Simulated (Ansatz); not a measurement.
**Ge₂H₆O: up Jacob's ladder to CCSD(T)**

Aim: compute Ge₂H₆O with functionals from several rungs and with coupled cluster, and see how far each lands from CCSD(T) at the basis-set limit for the atomisation energy.

Computed with Ansatz 0.2.0, Gaussian basis. Level: functionals in def2-TZVPP, the program's frozen cores in correlated methods.

The runs, in order: LDA (SPW92), PBE-D4, revPBE-D4, BLYP-D4, r2SCAN-D4, B97M-V, PBE0-D4, B3LYP-D4, r2SCANh-D4, r2SCAN0-D4, HSE06-D4, BHLYP-D4, CAM-B3LYP-D4, LC-ωPBE, ωB97X-V, ωB97M-V, B2PLYP, PBE-QIDH; CCSD(T)/def2-SVP; CCSD(T)/def2-TZVPP; MP2/def2-QZVPP; extrapolation to the limit; RPA on PBE.

## Step 1: The relaxed structure

All runs share one geometry, relaxed beforehand with PBE0-D4 in a triple-zeta def2 set.

SMILES `[GeH3][O][GeH3]`, 9 atoms, charge 0, spin multiplicity 1.

Atoms are counted from 1 here; the program's logs count them from 0.

Bond lengths: Ge1–O2 1.773 Å, Ge1–H4 1.541 Å, Ge1–H5 1.533 Å, Ge1–H6 1.541 Å, O2–Ge3 1.773 Å, Ge3–H7 1.533 Å, Ge3–H8 1.541 Å, Ge3–H9 1.541 Å. Angles: O2–Ge1–H4 109.2°, O2–Ge1–H5 105.7°, O2–Ge1–H6 109.2°, H4–Ge1–H5 111.3°, H4–Ge1–H6 110.0°, H5–Ge1–H6 111.3°, Ge1–O2–Ge3 127.5°, O2–Ge3–H7 105.7°, O2–Ge3–H8 109.2°, O2–Ge3–H9 109.2°, H7–Ge3–H8 111.3°, H7–Ge3–H9 111.3°, H8–Ge3–H9 109.9°.

## Step 2: LDA

This LDA is Slater exchange with PW92 correlation.

in.yaml

```yaml
crystal:
  periodic: [false, false, false]
  atoms:
    - {symbol: Ge, position_ang: [-0.704869, 1.073555, -0.927534]}
    - {symbol: O, position_ang: [0.733799, 0.211545, -0.351605]}
    - {symbol: Ge, position_ang: [0.808079, -1.058846, 0.883354]}
    - {symbol: H, position_ang: [-1.697581, 0.059650, -1.529318]}
    - {symbol: H, position_ang: [-0.201551, 2.057739, -1.990099]}
    - {symbol: H, position_ang: [-1.360810, 1.813625, 0.254694]}
    - {symbol: H, position_ang: [2.286848, -1.450363, 0.987979]}
    - {symbol: H, position_ang: [-0.056810, -2.253552, 0.435836]}
    - {symbol: H, position_ang: [0.281296, -0.499756, 2.219593]}
basis:
  gaussian: {orbitals: def2-TZVPP}
hamiltonian: {xc: lda}
output: {orbitals: {seedname: orbitals}}
```

Launch:

```sh
$ ansatz run in.yaml --threads 4 --pin off --events-out ev --progress --plain --max-ram 10444MiB
```

Further steps of the session: PBE-D4 (GGA); revPBE-D4 (GGA); BLYP-D4 (GGA); r2SCAN-D4 (meta-GGA); B97M-V (meta-GGA); PBE0-D4 (hybrid); B3LYP-D4 (hybrid); r2SCANh-D4 (hybrid); r2SCAN0-D4 (hybrid); HSE06-D4 (hybrid); BHLYP-D4 (hybrid); CAM-B3LYP-D4 (range-separated); LC-ωPBE (range-separated); ωB97X-V (range-separated); ωB97M-V (range-separated); B2PLYP (double hybrid); PBE-QIDH (double hybrid); CCSD(T) in def2-SVP; CCSD(T) in def2-TZVPP; MP2 in def2-QZVPP; RPA on PBE orbitals.

**Question.** What will the summary of the whole plan be? Wanted: atomisation energy, CCSD(T)/CBS; farthest beyond LDA; mean size of error, GGA; mean size of error, meta-GGA; mean size of error, hybrid; mean size of error, range-separated; mean size of error, double hybrid; gap, smallest and largest; T1 diagnostic.

**Answer**, as computed:

| quantity | value |
| --- | --- |
| atomisation energy, CCSD(T)/CBS | 613.9 kcal/mol |
| functionals within 6.1 kcal/mol (1.0 %) | r2SCAN-D4, B97M-V, CAM-B3LYP-D4, ωB97X-V |
| farthest beyond LDA | revPBE-D4 (-26.3 kcal/mol) |
| mean size of error, GGA | 18.4 kcal/mol |
| mean size of error, meta-GGA | 4.9 kcal/mol |
| mean size of error, hybrid | 15.7 kcal/mol |
| mean size of error, range-separated | 7.4 kcal/mol |
| mean size of error, double hybrid | 14.0 kcal/mol |
| gap, smallest and largest | 5.39 eV (LDA (SPW92)), 12.92 eV (LC-ωPBE) |
| T1 diagnostic | 0.0121 |
| triples share of the correlation energy | 3.3 % |

What this shows: LDA overbinds by 73.2 kcal/mol (12 %). PBE-D4 misses by -13.4 kcal/mol. Double hybrids carry the basis error of their MP2 part in triple zeta, and no dispersion term here, so their miss is partly the set-up's. Taken by rung, meta-GGA functionals do best (4.9 kcal/mol on average) and GGA ones worst beyond LDA (18.4 kcal/mol). The gap between the best rungs is small, so their order is not settled. The reference freezes the cores and leaves out relativity and excitations past (T), and its outer-core shells are covered unevenly, so misses under about 6.1 kcal/mol can't be ranked. Hartree-Fock recovers 71 % of the binding; the rest is correlation. CCSD(T) in def2-SVP is off by -42.3 kcal/mol, which most functionals beat. The gap grows from 5.4 to 12.9 eV across the functionals, mostly with the share of exact exchange. Correlated methods include outer-core shells of Ge, which these sets cover unevenly.
